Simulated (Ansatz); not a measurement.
# BiTe: a tetragonal deformation path

This session takes BiTe and sets out to follow a tetragonal deformation at fixed volume.

Program: Ansatz 0.2.0. Level of theory: DFT PBE, scalar-relativistic, plane waves, PAW. These are calculated values, not measurements.

## 1. The structure to begin with

The structure is cubic, space group Fm-3m (No. 225). The conventional cell has a = 6.470 Å, b = 6.470 Å, c = 6.470 Å, α = 90.00°, β = 90.00°, γ = 90.00°. Around Bi (site symmetry m-3m) lie 6 Te at 3.23 Å. Te (site symmetry m-3m) has 6 Bi at 3.23 Å in its first shell of neighbours.

Structure file:

```cif
data_structure
_symmetry_space_group_name_H-M 'Fm-3m'
_symmetry_Int_Tables_number 225
_cell_length_a 6.4700
_cell_length_b 6.4700
_cell_length_c 6.4700
_cell_angle_alpha 90.000
_cell_angle_beta 90.000
_cell_angle_gamma 90.000
_cell_volume 270.84
loop_
_atom_site_label
_atom_site_type_symbol
_atom_site_symmetry_multiplicity
_atom_site_Wyckoff_symbol
_atom_site_fract_x
_atom_site_fract_y
_atom_site_fract_z
_atom_site_occupancy
Bi1 Bi 4 a 0.00000 0.00000 0.00000 1
Te1 Te 4 b 0.50000 0.00000 0.00000 1
```

The cell is taken as given, not relaxed at this level.

## 2. Zero of energy

The reference gives a free energy of -19376.6565 eV, pressure 0.76 GPa, largest force 0.000 eV/Å and gap on the mesh none (metal). It was computed beforehand with the settings of the runs below.

## 3. Next: a tetragonal deformation path

At fixed volume and fractional coordinates, lengths along (0.000, 0.000, 1.000) are scaled against those across it; ρ is that ratio over its starting value.

## 4. At ρ = 0.707

The input, input.yaml:

```yaml
crystal:
  lattice:
    - [0.0, 3.6313475271, 2.5673627017]
    - [3.6313475271, 0.0, 2.5673627017]
    - [3.6313475271, 3.6313475271, 0.0]
  atoms:
    - { symbol: Bi, position: [0.0, 0.0, 0.0] }
    - { symbol: Te, position: [0.5, 0.5, 0.5] }
basis:
  ecutwfc: 420
kpoints:
  mp_grid: { grid: [14, 14, 14] }
hamiltonian:
  xc: pbe
scf:
  occupations: { method: gaussian, width: 0.15 }
output:
  forces: true
  stress: true
  eigenvalues: true
```

Run with:

```console
ansatz run input.yaml --threads 1 --pin off --max-ram 2560MiB --backend cpu --events-out ev --progress --plain --runs-dir out
```

The session goes on with these runs: At ρ = 1.414; ρ = 0.850; At ρ = 1.200; ρ = 0.780; At ρ = 1.300; At ρ = 0.920; ρ = 1.100; ρ = 0.650; At ρ = 1.500; point ρ = 0.960; ρ = 1.050.

Before running it: what results should come out? Wanted: highest point.

The runs gave:

| quantity | value |
| --- | --- |
| highest point | 1890.9 meV/atom at ρ = 0.650 |

No sampled point lies below the undisturbed cell. No further minimum shows among the sampled points. Spin-orbit coupling is left out for Bi, Te.
